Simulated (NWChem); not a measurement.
# SnHSCl (SMILES [SH][Sn][Cl]) at wB97X/DGauss-DZVP

What is the vertical ionisation energy of SnHSCl at wB97X/DGauss-DZVP? 

The calculation is run with NWChem 7.3.0.

### Step 1. The molecule

The species is SnHSCl (4 atoms), meant as a singlet with charge 0. SMILES: `[SH][Sn][Cl]`. Geometry: relaxed at PBE0-D4/def2-TZVP.

Bond lengths: S1–Sn2 2.427 Å, Sn2–Cl3 2.379 Å, S1–H4 1.344 Å. Angles: S1–Sn2–Cl3 96.5°, Sn2–S1–H4 93.1°.

### Step 2. A single-point energy at wB97X/DGauss-DZVP

Input file job.nw:

```
echo
start job
memory stack 880 mb heap 220 mb global 1100 mb

geometry units bohr noautosym nocenter noautoz
  S      0.35092214     2.81285734    -0.77422079
  Sn    -2.63749075    -0.66461668    -0.64590839
  Cl     0.16780768    -3.68553286     1.14857554
  H      2.22364073     1.42353069     0.23319220
end

basis spherical bse
  * library DGauss-DZVP
end

dft
  xc wb97x
  grid fine
  convergence energy 1e-08
  iterations 100
  mulliken
  print low
end

task dft energy
```

Run with:

```console
$ nwchem job.nw > job.out
```

Standard output:

```text
[...]
 d= 0,ls=0.0,diis     1  -6883.7301062632 -7.31D+03  1.71D-02  3.52D-01     3.4
[...]
 d= 0,ls=0.0,diis     9  -6883.7831503487 -9.74D-09  4.60D-06  5.20D-09    27.2
         Total DFT energy =    -6883.783150348737
      One electron energy =   -10327.851213707920
           Coulomb energy =     3237.237470463780
    Exchange-Corr. energy =     -215.415285887780
 Nuclear repulsion energy =      422.245878783182
[...]
      Total Density - Mulliken Population Analysis
     ---------------------------------------------
    Atom       Charge   Shell Charges
 -----------   ------   -------------------------------------------------------
    1 S   16    16.25   2.00  2.00  1.07  0.79  5.99  3.29  1.07  0.04
    2 Sn  50    49.62   2.00  2.00  2.00  2.00  1.12  0.77  6.00  5.99  6.01  1.43  0.05 10.00  9.96  0.29
    3 Cl  17    17.29   2.00  2.00  1.11  0.82  5.99  3.86  1.49  0.01
    4 H    1     0.84   0.53  0.30
[...]
```

Wall time 28 s (1 thread of Intel Xeon Platinum 8488C (Sapphire Rapids), shared host); peak memory 0.12 GiB.

### Step 3. The doublet cation at the same level

Input file job.nw:

```
start job
memory stack 880 mb heap 220 mb global 1100 mb
charge 1
geometry units angstroms noautosym nocenter noautoz
S     0.185700    1.488500   -0.409700
Sn   -1.395700   -0.351700   -0.341800
Cl    0.088800   -1.950300    0.607800
H     1.176700    0.753300    0.123400
end
basis spherical bse
* library DGauss-DZVP
end
dft
xc wb97x
mult 2
grid fine
convergence energy 1e-08
maxiter 100
mulliken
print low
end
task dft energy
```

Run with:

```console
$ nwchem job.nw > job.out
```

Standard output:

```text
[...]
 d= 0,ls=0.0,diis     1  -6883.3325801497 -7.31D+03  7.90D-03  2.57D-01     3.7
[...]
 d= 0,ls=0.0,diis    13  -6883.4261068278 -2.29D-09  4.42D-07  8.36D-11    42.6
[...]
         Total DFT energy =    -6883.426106827831
      One electron energy =   -10307.689944697941
           Coulomb energy =     3217.119690549986
    Exchange-Corr. energy =     -215.101761836530
 Nuclear repulsion energy =      422.245909156654
[...]
      Total Density - Mulliken Population Analysis
     ---------------------------------------------
    Atom       Charge   Shell Charges
 -----------   ------   -------------------------------------------------------
    1 S   16    15.92   2.00  2.00  1.12  0.76  5.99  3.20  0.80  0.05
    2 Sn  50    49.25   2.00  2.00  2.00  2.00  1.15  0.50  6.00  5.99  6.01  1.37 -0.03 10.00  9.97  0.30
    3 Cl  17    17.03   2.00  2.00  1.14  0.80  5.99  3.81  1.28  0.01
    4 H    1     0.79   0.53  0.26
[...]
      <S2> =      0.7649 (Exact =     0.7500)
[...]
```

Run time: 43 s. Hardware: 1 thread of Intel Xeon Platinum 8488C (Sapphire Rapids), shared host; peak memory 0.12 GiB.

### Step 4. What came out

Level: wB97X/DGauss-DZVP.

| quantity | value |
| --- | --- |
| singlet SnHSCl: total energy | -6883.78315 Eh |
| doublet cation: total energy | -6883.42611 Eh |
| doublet cation: ⟨S²⟩ | 0.765 |
| vertical ionisation energy (to the doublet cation) | 9.716 eV |

**Reading.** The vertical ionisation energy comes to 9.72 eV (224 kcal/mol). Mulliken charges (singlet SnHSCl) run from -0.29 on Cl3 to +0.38 on Sn2; they depend strongly on the basis.
